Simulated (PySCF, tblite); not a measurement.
# C3H10OSi2: a rotation path, then NMR shifts on frames, part 2 of 2

tblite 0.8.0 and PySCF 2.14.0. Atoms count from 0. Earlier steps stand in the parts before.

## Step 5: Shielding tensors: image 4, PBE0/pcSseg-1

What the job is given:

```
{"job": {"kind": "nmr", "xc": "PBE0", "basis": "pcSseg-1", "pop": false}, "charge": 0, "multiplicity": 1}
C      3.093900     0.443700     0.182300
C      2.070900     0.212700     0.985600
O      0.860500    -0.239000     0.629300
Si     0.081000    -0.585000    -0.759300
C     -1.382000     0.615200    -0.853900
Si    -2.644300     0.451900     0.554900
H      4.025300     0.808500     0.570400
H      3.027200     0.274300    -0.876900
H      2.136200     0.382500     2.055400
H     -0.322300    -1.980500    -0.599500
H      0.915600    -0.446700    -1.957600
H     -1.894500     0.459200    -1.802000
H     -1.006100     1.639300    -0.876200
H     -3.698800     1.457300     0.370500
H     -2.014400     0.661700     1.858800
H     -3.255900    -0.878700     0.506700
```

With the program's defaults for keys left out, this is: GIAO PBE0/pcSseg-1 NMR shielding, non-relativistic, gas phase.

What it wrote:

```text
coarse grid: 13792 points
cycle   1  E = -773.8958681204  dE =  4.846e-01  |g| = 6.732e-01  |ddm| = 3.494e+00
cycle   2  E = -773.8223911330  dE =  7.348e-02  |g| = 9.190e-01  |ddm| = 1.152e+00
cycle   3  E = -773.9817239217  dE = -1.593e-01  |g| = 1.224e-01  |ddm| = 7.659e-01
cycle   4  E = -773.9843283947  dE = -2.604e-03  |g| = 4.651e-02  |ddm| = 1.163e-01
cycle   5  E = -773.9848314457  dE = -5.031e-04  |g| = 1.385e-02  |ddm| = 4.414e-02
cycle   6  E = -773.9848765742  dE = -4.513e-05  |g| = 3.047e-03  |ddm| = 1.217e-02
cycle   7  E = -773.9848787641  dE = -2.190e-06  |g| = 6.429e-04  |ddm| = 2.984e-03
final grid: 122408 points
cycle   8  E = -774.0297836644  dE = -1.955e-05  |g| = 9.816e-03  |ddm| = 2.037e-02
cycle   9  E = -774.0297615541  dE =  2.211e-05  |g| = 1.455e-02  |ddm| = 1.544e-02
cycle  10  E = -774.0298024641  dE = -4.091e-05  |g| = 1.622e-03  |ddm| = 1.004e-02
cycle  11  E = -774.0298030631  dE = -5.990e-07  |g| = 2.825e-04  |ddm| = 1.535e-03
cycle  12  E = -774.0298030801  dE = -1.693e-08  |g| = 1.050e-04  |ddm| = 2.850e-04
cycle  13  E = -774.0298030828  dE = -2.722e-09  |g| = 2.071e-05  |ddm| = 8.937e-05
cycle  14  E = -774.0298030829  dE = -9.140e-11  |g| = 6.756e-06  |ddm| = 2.301e-05
converged SCF energy = -774.0298030829

GIAO shielding tensors (ppm)
atom      isotropic    diamagn.    paramagn.     s11        s22        s33       span
  0 C       92.528     257.812    -165.284    -12.224    121.467    168.341    180.565
  1 C       32.350     246.068    -213.718    -79.560     69.630    106.981    186.541
  2 O      236.076     400.852    -164.777    151.828    228.673    327.726    175.898
  3 Si     377.337     882.502    -505.165    327.852    384.697    419.461     91.609
  4 C      194.293     259.598     -65.305    176.908    195.893    210.077     33.169
  5 Si     423.648     879.596    -455.948    399.287    405.263    466.395     67.108
  6 H       27.293      28.253      -0.960     25.405     26.433     30.042      4.637
  7 H       27.128      33.122      -5.994     24.564     25.158     31.661      7.098
  8 H       25.137      29.315      -4.178     21.528     26.220     27.662      6.134
  9 H       26.809      31.172      -4.363     23.558     25.097     31.774      8.216
 10 H       26.045      31.798      -5.753     22.132     25.428     30.575      8.443
 11 H       32.333      31.344       0.989     26.785     29.455     40.759     13.974
 12 H       31.544      33.609      -2.064     27.041     29.198     38.394     11.353
 13 H       27.589      28.323      -0.734     23.965     25.385     33.416      9.451
 14 H       27.628      29.512      -1.884     23.719     26.857     32.308      8.589
 15 H       27.737      29.025      -1.287     24.508     25.806     32.897      8.389
```

It took 44 s on 1 thread, shared host.

In short: δ C1 154.6, C0 94.4, C4 -7.4, O2 100.0, H8 6.58, H10 5.67 ppm.

## Step 6: Shielding tensors: image 6, PBE0/pcSseg-1

What the job is given:

```
{"job": {"kind": "nmr", "xc": "PBE0", "basis": "pcSseg-1", "pop": false}, "charge": 0, "multiplicity": 1}
C      2.725000     0.794700     0.191000
C      1.978800     0.043300     0.980900
O      0.958500    -0.742400     0.601700
Si     0.077700    -0.862700    -0.767400
C     -1.176500     0.559500    -0.858500
Si    -2.452200     0.567700     0.549300
H      3.539700     1.371900     0.585000
H      2.548400     0.841800    -0.868700
H      2.156500    -0.013000     2.049900
H     -0.536300    -2.166400    -0.553500
H      0.911300    -0.861100    -1.976000
H     -1.704500     0.504600    -1.809500
H     -0.643600     1.511900    -0.860800
H     -3.340200     1.726300     0.392100
H     -1.790200     0.653100     1.852300
H     -3.259800    -0.652700     0.480700
```

Method: GIAO PBE0/pcSseg-1 NMR shielding, non-relativistic, gas phase.

What it wrote:

```text
coarse grid: 13792 points
cycle   1  E = -773.8976716606  dE =  4.782e-01  |g| = 6.706e-01  |ddm| = 3.501e+00
cycle   2  E = -773.8253369406  dE =  7.233e-02  |g| = 9.161e-01  |ddm| = 1.171e+00
cycle   3  E = -773.9828894973  dE = -1.576e-01  |g| = 1.224e-01  |ddm| = 7.793e-01
cycle   4  E = -773.9854644979  dE = -2.575e-03  |g| = 4.622e-02  |ddm| = 1.157e-01
cycle   5  E = -773.9859642765  dE = -4.998e-04  |g| = 1.364e-02  |ddm| = 4.515e-02
cycle   6  E = -773.9860083322  dE = -4.406e-05  |g| = 3.267e-03  |ddm| = 1.231e-02
cycle   7  E = -773.9860108271  dE = -2.495e-06  |g| = 6.599e-04  |ddm| = 3.109e-03
final grid: 122408 points
cycle   8  E = -774.0310276620  dE = -1.731e-05  |g| = 9.800e-03  |ddm| = 1.963e-02
cycle   9  E = -774.0310050812  dE =  2.258e-05  |g| = 1.457e-02  |ddm| = 1.575e-02
cycle  10  E = -774.0310464864  dE = -4.141e-05  |g| = 1.603e-03  |ddm| = 1.031e-02
cycle  11  E = -774.0310470692  dE = -5.828e-07  |g| = 2.825e-04  |ddm| = 1.532e-03
cycle  12  E = -774.0310470860  dE = -1.683e-08  |g| = 1.028e-04  |ddm| = 2.851e-04
cycle  13  E = -774.0310470886  dE = -2.597e-09  |g| = 2.064e-05  |ddm| = 8.747e-05
cycle  14  E = -774.0310470887  dE = -9.868e-11  |g| = 6.687e-06  |ddm| = 2.330e-05
converged SCF energy = -774.0310470887

GIAO shielding tensors (ppm)
atom      isotropic    diamagn.    paramagn.     s11        s22        s33       span
  0 C       92.319     259.027    -166.708    -10.570    120.088    167.440    178.010
  1 C       31.160     247.411    -216.251    -81.515     66.631    108.362    189.877
  2 O      228.844     399.506    -170.661    142.383    210.515    333.636    191.253
  3 Si     374.368     882.058    -507.690    322.994    382.553    417.557     94.563
  4 C      196.625     260.656     -64.031    180.814    197.786    211.276     30.461
  5 Si     424.121     879.992    -455.871    397.770    408.117    466.475     68.705
  6 H       27.293      28.978      -1.685     25.336     26.416     30.125      4.790
  7 H       27.218      33.713      -6.494     24.709     25.487     31.459      6.751
  8 H       25.063      29.368      -4.305     21.704     26.287     27.198      5.494
  9 H       26.876      30.836      -3.960     23.482     25.294     31.852      8.370
 10 H       26.101      30.961      -4.860     22.796     24.677     30.831      8.035
 11 H       32.369      31.676       0.694     26.768     29.456     40.884     14.115
 12 H       31.269      34.660      -3.391     26.519     29.227     38.061     11.542
 13 H       27.629      28.640      -1.011     23.995     25.431     33.461      9.466
 14 H       27.698      29.895      -2.197     23.760     26.998     32.336      8.576
 15 H       27.764      29.195      -1.431     24.521     25.770     33.001      8.480
```

Run time: 43 s. Hardware: 1 thread, shared host.

In short: δ C1 155.8, C0 94.6, C4 -9.7, O2 107.2, H8 6.65, H10 5.62 ppm.

## Step 7: Shielding tensors: image 8, PBE0/pcSseg-1

What the job is given:

```
{"job": {"kind": "nmr", "xc": "PBE0", "basis": "pcSseg-1", "pop": false}, "charge": 0, "multiplicity": 1}
C      2.215900     0.987600     0.498500
C      1.792600    -0.152900     1.013200
O      0.966600    -1.034800     0.432200
Si     0.113200    -1.026300    -0.958700
C     -1.140800     0.399400    -1.046700
Si    -2.026600     0.784500     0.590100
H      2.884800     1.624000     1.046100
H      1.911300     1.309200    -0.481600
H      2.102700    -0.484900     1.998600
H     -0.523200    -2.329400    -0.819000
H      1.014200    -0.963400    -2.116900
H     -1.883500     0.159100    -1.806900
H     -0.646800     1.308600    -1.392700
H     -2.977100     1.881700     0.370700
H     -1.055300     1.209400     1.601500
H     -2.755600    -0.395200     1.060200
```

Method: GIAO PBE0/pcSseg-1 NMR shielding, non-relativistic, gas phase.

What it wrote:

```text
coarse grid: 13792 points
cycle   1  E = -773.8988183056  dE =  4.823e-01  |g| = 6.678e-01  |ddm| = 3.500e+00
cycle   2  E = -773.8283668820  dE =  7.045e-02  |g| = 9.100e-01  |ddm| = 1.179e+00
cycle   3  E = -773.9833066914  dE = -1.549e-01  |g| = 1.209e-01  |ddm| = 7.800e-01
cycle   4  E = -773.9857839340  dE = -2.477e-03  |g| = 4.600e-02  |ddm| = 1.140e-01
cycle   5  E = -773.9862805200  dE = -4.966e-04  |g| = 1.348e-02  |ddm| = 4.586e-02
cycle   6  E = -773.9863237651  dE = -4.325e-05  |g| = 3.356e-03  |ddm| = 1.247e-02
cycle   7  E = -773.9863263857  dE = -2.621e-06  |g| = 6.519e-04  |ddm| = 3.104e-03
final grid: 122408 points
cycle   8  E = -774.0312155127  dE = -1.645e-05  |g| = 9.730e-03  |ddm| = 1.824e-02
cycle   9  E = -774.0311927129  dE =  2.280e-05  |g| = 1.456e-02  |ddm| = 1.577e-02
cycle  10  E = -774.0312339591  dE = -4.125e-05  |g| = 1.548e-03  |ddm| = 1.033e-02
cycle  11  E = -774.0312345022  dE = -5.431e-07  |g| = 2.805e-04  |ddm| = 1.500e-03
cycle  12  E = -774.0312345187  dE = -1.651e-08  |g| = 9.738e-05  |ddm| = 2.656e-04
cycle  13  E = -774.0312345210  dE = -2.324e-09  |g| = 2.075e-05  |ddm| = 8.543e-05
cycle  14  E = -774.0312345211  dE = -1.007e-10  |g| = 6.312e-06  |ddm| = 2.287e-05
converged SCF energy = -774.0312345211

GIAO shielding tensors (ppm)
atom      isotropic    diamagn.    paramagn.     s11        s22        s33       span
  0 C       92.259     259.825    -167.566     -7.054    120.556    163.275    170.329
  1 C       30.200     248.197    -217.997    -81.995     63.683    108.911    190.906
  2 O      220.190     398.322    -178.131    138.600    193.185    328.786    190.186
  3 Si     371.614     881.491    -509.877    319.656    376.698    418.489     98.833
  4 C      194.619     260.870     -66.251    183.880    197.111    202.866     18.986
  5 Si     426.681     880.728    -454.048    405.528    407.404    467.110     61.581
  6 H       27.337      29.637      -2.301     25.451     26.392     30.167      4.716
  7 H       27.452      34.721      -7.269     24.534     26.646     31.175      6.641
  8 H       25.048      29.191      -4.143     21.743     26.445     26.955      5.212
  9 H       26.827      30.403      -3.576     22.987     25.432     32.062      9.075
 10 H       26.238      30.046      -3.808     22.843     24.540     31.331      8.488
 11 H       32.130      31.270       0.860     27.112     28.901     40.377     13.266
 12 H       31.186      34.281      -3.095     26.948     28.608     38.001     11.053
 13 H       27.663      29.136      -1.473     24.086     25.353     33.549      9.462
 14 H       27.640      30.743      -3.103     23.387     27.727     31.807      8.420
 15 H       27.739      29.804      -2.065     24.524     25.708     32.985      8.461
```

Wall time 39 s (1 thread, shared host).

In short: δ C1 156.7, C0 94.7, C4 -7.7, O2 115.9, H8 6.67, H10 5.48 ppm.

## Step 8: Comparing the runs: NMR shifts

Shifts (ppm) of some atoms, chosen among heavy atoms and hydrogens apart, with basis size and wall time:

```tsv
frame	C1	C4	H10	H12	O2	Si3	Si5	functions	time
image 0	156.6	-9.3	5.27	0.26	112.4	-24.4	-74.9	166	65 s
image 2	155.9	-8.4	5.48	0.18	106.6	-27.0	-74.8	166	46 s
image 4	154.6	-7.4	5.67	0.17	100.0	-28.2	-74.5	166	44 s
image 6	155.8	-9.7	5.62	0.45	107.2	-25.2	-75.0	166	43 s
image 8	156.7	-7.7	5.48	0.53	115.9	-22.5	-77.5	166	39 s
```

## Step 9: Results

This closing draws on all 2 parts.

| quantity | value |
| --- | --- |
| barrier | 0.082 eV (1.9 kcal/mol) at image 4 |
| end to end (GFN2-xTB) | 0.015 eV |
| 13C shifts against TMS (PBE0/pcSseg-1, image 0) | 156.6, 94.7, -9.3 ppm |
| 1H shifts against TMS (PBE0/pcSseg-1, image 0) | 6.67, 5.27, 5.08, 4.40, 4.37, 4.14, 4.08, 3.95, 0.26, -0.60 ppm |
| 17O shifts against H2O (PBE0/pcSseg-1, image 0) | 112.4 ppm |
| 29Si shifts against TMS (PBE0/pcSseg-1, image 0) | -24.4, -74.9 ppm |
| surface potential, 1st and 99th percentile | -0.78 V and 1.17 V |
| range of the shift of O2 | 100.0 to 115.9 ppm |

**Reading.** Along the band the dihedral turns by 122°, and the top (dihedral 243°) lies 1.9 kcal/mol above the start (GFN2-xTB, rough), so at room temperature this motion is fast. Ends this close can change order at a higher level. The top was not checked by a frequency run. Shifts at one fixed geometry are not the observed spectrum, which averages over the motion. In the first frame run (image 0): Shielding is most anisotropic at C1 (span 188 ppm, paramagnetic term -215 ppm). In ppm, O2 moves most: its shift spreads over 15.9 ppm, from 100.0 (image 4) to 115.9 (image 8).
